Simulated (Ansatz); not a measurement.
# CH₄AlFN₂: a spread of methods and bases, part 2 of 2

Ansatz 0.2.0, Gaussian basis; the settings change from run to run.

### 7 HSE06/def2-TZVP

Set apart from the defaults: relativity set to scalar.

Contents of in.yaml:

```yaml
crystal:
  periodic: [false, false, false]
  atoms:
    - {symbol: N, position_ang: [1.558092, 0.457345, -0.349667]}
    - {symbol: C, position_ang: [0.473362, -0.139328, -0.016621]}
    - {symbol: N, position_ang: [0.533830, -1.438392, 0.404977]}
    - {symbol: Al, position_ang: [-1.258799, 0.781474, -0.206293]}
    - {symbol: F, position_ang: [-1.114156, 2.304904, -0.820548]}
    - {symbol: H, position_ang: [1.377468, 1.397645, -0.688957]}
    - {symbol: H, position_ang: [-0.233752, -1.843096, 0.908261]}
    - {symbol: H, position_ang: [1.451115, -1.820970, 0.585750]}
    - {symbol: H, position_ang: [-2.698759, 0.254118, 0.166097]}
basis:
  gaussian: {orbitals: def2-TZVP}
hamiltonian: {xc: {name: HSE06}, pseudopotentials: {relativity: scalar}}
```

Run with:

```console
$ ansatz run in.yaml --threads 2 --pin off --events-out ev --progress --plain --max-ram 4352MiB
```

Standard output, shortened:

```text
Functional definition: HSE06
  name "HSE06"
  cite "Heyd, Scuseria & Ernzerhof, J. Chem. Phys. 118, 8207 (2003) doi:10.1063/1.1564060"
  cite "Krukau, Vydrov, Izmaylov & Scuseria, J. Chem. Phys. 125, 224106 (2006) doi:10.1063/1.2404663"
  cite "Heyd & Scuseria, J. Chem. Phys. 120, 7274 (2004) doi:10.1063/1.1668634"
  cite "Ernzerhof & Perdew, J. Chem. Phys. 109, 3313 (1998) doi:10.1063/1.476928"
  cite "Perdew, Burke & Ernzerhof, Phys. Rev. Lett. 77, 3865 (1996) doi:10.1103/PhysRevLett.77.3865"
  parent pbe
[...]
  # The whole range is PBE's own exchange, as in plane waves. The composition of these papers is wPBEh.
[...]
1101 factors; their error is unknown
92 factors; integrals over basis functions are off by at most 4.9e-7 eV
[...]
mean field -13404.58530597 eV, -492.6094240401 hartree, gradient 1.6e-5 eV, S^2 0.000000; 0 other end points of the search recorded, 0 dependent functions left out
reference -13404.58534770 eV, -492.6094255736 hartree; 23, 23 occupied and 162, 162 virtual orbitals, 1101 factors
Total energy: -13404.58534770 eV, -492.6094255736 hartree
Relativity: scalar
```

Run time: 3.3 s. Hardware: 2 threads of Arm Neoverse V2, shared host; peak memory 0.3 GiB.

### 8 wPBEh/def2-SVP

This run has charge -1, multiplicity 2, high accuracy.

Edit in.yaml of step 7 so:

```diff
@@ -13,3 +13,7 @@
 basis:
-  gaussian: {orbitals: def2-TZVP}
-hamiltonian: {xc: {name: HSE06}, pseudopotentials: {relativity: scalar}}
+  gaussian: {orbitals: def2-SVP}
+total_charge: -1
+magnetization: {spin_polarized: true, initial_magnetization: 1}
+hamiltonian: {xc: {name: wPBEh}}
+accuracy: high
+output: {forces: true}
```

Same command.

Standard output, shortened:

```text
Functional definition: wPBEh
  name "wPBEh"
  cite "Heyd, Scuseria & Ernzerhof, J. Chem. Phys. 118, 8207 (2003) doi:10.1063/1.1564060"
  cite "Krukau, Vydrov, Izmaylov & Scuseria, J. Chem. Phys. 125, 224106 (2006) doi:10.1063/1.2404663"
  cite "Heyd & Scuseria, J. Chem. Phys. 120, 7274 (2004) doi:10.1063/1.1668634"
  cite "Ernzerhof & Perdew, J. Chem. Phys. 109, 3313 (1998) doi:10.1063/1.476928"
  cite "Perdew, Burke & Ernzerhof, Phys. Rev. Lett. 77, 3865 (1996) doi:10.1103/PhysRevLett.77.3865"
  parent pbe
[...]
2158 factors; integrals over basis functions are off by at most 3.7e-9 eV
100 factors; integrals over basis functions are off by at most 2.1e-9 eV
[...]
mean field -13380.42661310 eV, -491.7216084526 hartree, gradient 1.2e-8 eV, S^2 0.756909; 0 other end points of the search recorded, 0 dependent functions left out
[...]
reference -13380.42661698 eV, -491.7216085952 hartree; 24, 23 occupied and 70, 71 virtual orbitals, 2158 factors
Total energy: -13380.42661698 eV, -491.7216085952 hartree
Atom 0 at     1.558092     0.457345    -0.349667 Å, force     1.566701    -0.217945    -0.075024 eV/Å
Atom 1 at     0.473362    -0.139328    -0.016621 Å, force    -1.304673     0.667279    -0.128155 eV/Å
Atom 2 at     0.533830    -1.438392     0.404977 Å, force     0.328409    -0.674504    -0.099257 eV/Å
Atom 3 at    -1.258799     0.781474    -0.206293 Å, force    -0.152959    -1.603904     0.656020 eV/Å
Atom 4 at    -1.114156     2.304904    -0.820548 Å, force     0.142726     1.843768    -0.711642 eV/Å
Atom 5 at     1.377468     1.397645    -0.688957 Å, force    -0.260075     0.132585    -0.011830 eV/Å
Atom 6 at    -0.233752    -1.843096     0.908261 Å, force    -0.204566     0.036615     0.151360 eV/Å
Atom 7 at     1.451115    -1.820970     0.585750 Å, force     0.281386    -0.051975     0.124935 eV/Å
Atom 8 at    -2.698759     0.254118     0.166097 Å, force    -0.396949    -0.131919     0.093593 eV/Å
Dipole moment:     0.284745    -0.468593     0.246705 e Å
```

Wall time 12 s (2 threads of Arm Neoverse V2, shared host); peak memory 0.56 GiB.

Largest force 1.981 eV/Å, ⟨S²⟩ 0.757.

### 9 PBE0-DH/def2-mTZVPP

Set apart from the defaults: atoms shaken by 0.03 Å.

Contents of in.yaml:

```yaml
crystal:
  periodic: [false, false, false]
  atoms:
    - {symbol: N, position_ang: [1.565208, 0.443506, -0.398559]}
    - {symbol: C, position_ang: [0.482607, -0.112250, -0.054576]}
    - {symbol: N, position_ang: [0.525602, -1.439275, 0.378213]}
    - {symbol: Al, position_ang: [-1.278227, 0.738267, -0.222632]}
    - {symbol: F, position_ang: [-1.095421, 2.321901, -0.811585]}
    - {symbol: H, position_ang: [1.403534, 1.350691, -0.750925]}
    - {symbol: H, position_ang: [-0.206734, -1.854329, 0.922181]}
    - {symbol: H, position_ang: [1.422592, -1.872081, 0.570981]}
    - {symbol: H, position_ang: [-2.693866, 0.308217, 0.150512]}
basis:
  gaussian: {orbitals: def2-mTZVPP}
hamiltonian: {xc: {name: PBE0-DH}}
output: {forces: true}
```

Launched as before.

Standard output, shortened:

```text
Functional definition: PBE0-DH
  name "PBE0-DH"
  cite "Brémond & Adamo, J. Chem. Phys. 135, 024106 (2011) doi:10.1063/1.3604569"
  cite "Perdew, Burke & Ernzerhof, Phys. Rev. Lett. 77, 3865 (1996) doi:10.1103/PhysRevLett.77.3865"
[...]
1199 factors; integrals over basis functions are off by at most 1.3e-3 eV
[...]
mean field -13385.23887991 eV, -491.8984559960 hartree, gradient 2.5e-6 eV, S^2 0.000000; 0 other end points of the search recorded, 0 dependent functions left out
9 core orbitals not correlated: weight in the atoms' cores, before any rotation towards them, 1.000 or more for the frozen orbitals, at most 0.000 for the correlated occupied ones
reference -13385.23889962 eV, -491.8984567203 hartree; 14, 14 occupied and 110, 110 virtual orbitals, 1199 factors
second order -26.33100957 eV of doubles, -0.00000000 eV of singles
[...]
Total energy: -13388.53027582 eV, -492.0194125645 hartree
Atom 0 at     1.565208     0.443506    -0.398559 Å, force     0.624144    -0.724349     0.202098 eV/Å
Atom 1 at     0.482607    -0.112250    -0.054576 Å, force    -0.422980    -1.688095     0.635389 eV/Å
Atom 2 at     0.525602    -1.439275     0.378213 Å, force     0.312089     0.100464    -0.046240 eV/Å
Atom 3 at    -1.278227     0.738267    -0.222632 Å, force     0.701438     1.690280    -0.546695 eV/Å
Atom 4 at    -1.095421     2.321901    -0.811585 Å, force    -0.151554    -1.073132     0.341921 eV/Å
Atom 5 at     1.403534     1.350691    -0.750925 Å, force    -0.141549     1.208645    -0.422833 eV/Å
Atom 6 at    -0.206734    -1.854329     0.922181 Å, force    -0.237840     0.343861    -0.082115 eV/Å
Atom 7 at     1.422592    -1.872081     0.570981 Å, force    -0.099834     0.470458    -0.234371 eV/Å
Atom 8 at    -2.693866     0.308217     0.150512 Å, force    -0.583913    -0.328133     0.152846 eV/Å
Dipole moment:    -0.426612    -0.499560     0.316008 e Å
```

Wall time 9.5 s (2 threads of Arm Neoverse V2, shared host); peak memory 0.47 GiB.

Largest force 1.910 eV/Å, dipole 3.50 D.

### 10 rPW86-PBE/def2-TZVPP

Set apart from the defaults: charge +1, multiplicity 2, a grid of angular degree 23, D3(BJ) with three-body dispersion, relativity set to scalar.

Contents of in.yaml:

```yaml
crystal:
  periodic: [false, false, false]
  atoms:
    - {symbol: N, position_ang: [1.558092, 0.457345, -0.349667]}
    - {symbol: C, position_ang: [0.473362, -0.139328, -0.016621]}
    - {symbol: N, position_ang: [0.533830, -1.438392, 0.404977]}
    - {symbol: Al, position_ang: [-1.258799, 0.781474, -0.206293]}
    - {symbol: F, position_ang: [-1.114156, 2.304904, -0.820548]}
    - {symbol: H, position_ang: [1.377468, 1.397645, -0.688957]}
    - {symbol: H, position_ang: [-0.233752, -1.843096, 0.908261]}
    - {symbol: H, position_ang: [1.451115, -1.820970, 0.585750]}
    - {symbol: H, position_ang: [-2.698759, 0.254118, 0.166097]}
basis:
  gaussian: {orbitals: def2-TZVPP, final_grid: {core_spheres: 8, valence_spheres: 7, degree: 23}}
total_charge: 1
magnetization: {spin_polarized: true, initial_magnetization: 1}
hamiltonian: {xc: {name: rPW86-PBE}, dispersion: d3bjatm, pseudopotentials: {relativity: scalar}}
output: {forces: true}
```

Launched as before.

Standard output, shortened:

```text
Functional definition: rPW86-PBE
  name "rPW86-PBE"
  cite "Murray, Lee & Langreth, J. Chem. Theory Comput. 5, 2754 (2009) doi:10.1021/ct900365q"
  cite "Perdew, Burke & Ernzerhof, Phys. Rev. Lett. 77, 3865 (1996) doi:10.1103/PhysRevLett.77.3865"
  parent pbe
[...]
1151 factors; their error is unknown
[...]
mean field -13427.11970210 eV, -493.4375478234 hartree, gradient 6.6e-6 eV, S^2 0.754283; 4 other end points of the search recorded, 0 dependent functions left out
[...]
reference -13427.11981049 eV, -493.4375518068 hartree; 23, 22 occupied and 199, 200 virtual orbitals, 1151 factors
Total energy: -13427.28788094 eV, -493.4437282819 hartree
Relativity: scalar
Atom 0 at     1.558092     0.457345    -0.349667 Å, force    -2.417766     1.001787    -0.650976 eV/Å
Atom 1 at     0.473362    -0.139328    -0.016621 Å, force     2.735766    -2.877920     0.805421 eV/Å
Atom 2 at     0.533830    -1.438392     0.404977 Å, force    -0.689423     0.913896    -0.069790 eV/Å
Atom 3 at    -1.258799     0.781474    -0.206293 Å, force    -1.510046     1.175615    -0.344646 eV/Å
Atom 4 at    -1.114156     2.304904    -0.820548 Å, force     0.331182    -0.175109     0.038977 eV/Å
Atom 5 at     1.377468     1.397645    -0.688957 Å, force     1.412160     0.868173    -0.144894 eV/Å
Atom 6 at    -0.233752    -1.843096     0.908261 Å, force    -0.368668    -0.365801     0.090612 eV/Å
Atom 7 at     1.451115    -1.820970     0.585750 Å, force     0.264662    -0.197917     0.166650 eV/Å
Atom 8 at    -2.698759     0.254118     0.166097 Å, force     0.242133    -0.342724     0.108647 eV/Å
Dipole moment:     0.114813    -0.816914     0.431572 e Å
```

It took 15 s on 2 threads of Arm Neoverse V2, shared host; peak memory 0.55 GiB.

Largest force 4.052 eV/Å, ⟨S²⟩ 0.754.

### 11 The runs in one table

| level | charge | multiplicity | geometry | functions | energy (eV) | time |
| --- | --- | --- | --- | --- | --- | --- |
| SPW92/6-31G | -1 | 2 | shaken | 57 | -13312.931 | 0.85 s |
| SVWN5/pcseg-2 | 0 | 1 | shaken, point charge | 210 | -13320.838 | 3.3 s |
| r2SCAN/cc-pVDZ | 0 | 1 | relaxed | 94 | -13408.233 | 3.5 s |
| LC-wPBE/def2-mTZVP | 0 | 1 | relaxed | 110 | -13393.399 | 1.3 s |
| wB97/6-31G* | 0 | 1 | relaxed | 87 | -13395.321 | 4 s |
| HSE06/def2-TZVP | 0 | 1 | relaxed | 185 | -13404.585 | 3.3 s |
| wPBEh/def2-SVP | -1 | 2 | relaxed | 94 | -13380.427 | 12 s |
| PBE0-DH/def2-mTZVPP | 0 | 1 | shaken | 133 | -13388.530 | 9.5 s |
| rPW86-PBE/def2-TZVPP | 1 | 2 | relaxed | 222 | -13427.288 | 15 s |

### 12 Outcome

The summary covers parts 1 to 2.

```
                                         quantity                       value
                                             runs                           9
                                         quickest         SPW92/6-31G, 0.85 s
                                          slowest  rPW86-PBE/def2-TZVPP, 15 s
spread of total energies, same state and geometry                     14.8 eV
                  dipole, same state and geometry              3.01 to 3.39 D
```

**Reading.** Run time spans a factor of 18, from SPW92/6-31G to rPW86-PBE/def2-TZVPP. The jobs differ in tasks and options as well as level. The totals spread over 15 eV; they can't be compared across methods or bases. Some of these runs are scalar-relativistic and others not, which shifts the totals of all-electron atoms past neon by eV; core potentials, where a basis has them, take the core out of the total altogether. At the PBE0-D4/def2-TZVP geometry and in the same state, runs without warnings or point charges leave forces up to 1.33 eV/Å (r2SCAN/cc-pVDZ), against 1.9 eV/Å where the atoms were moved.
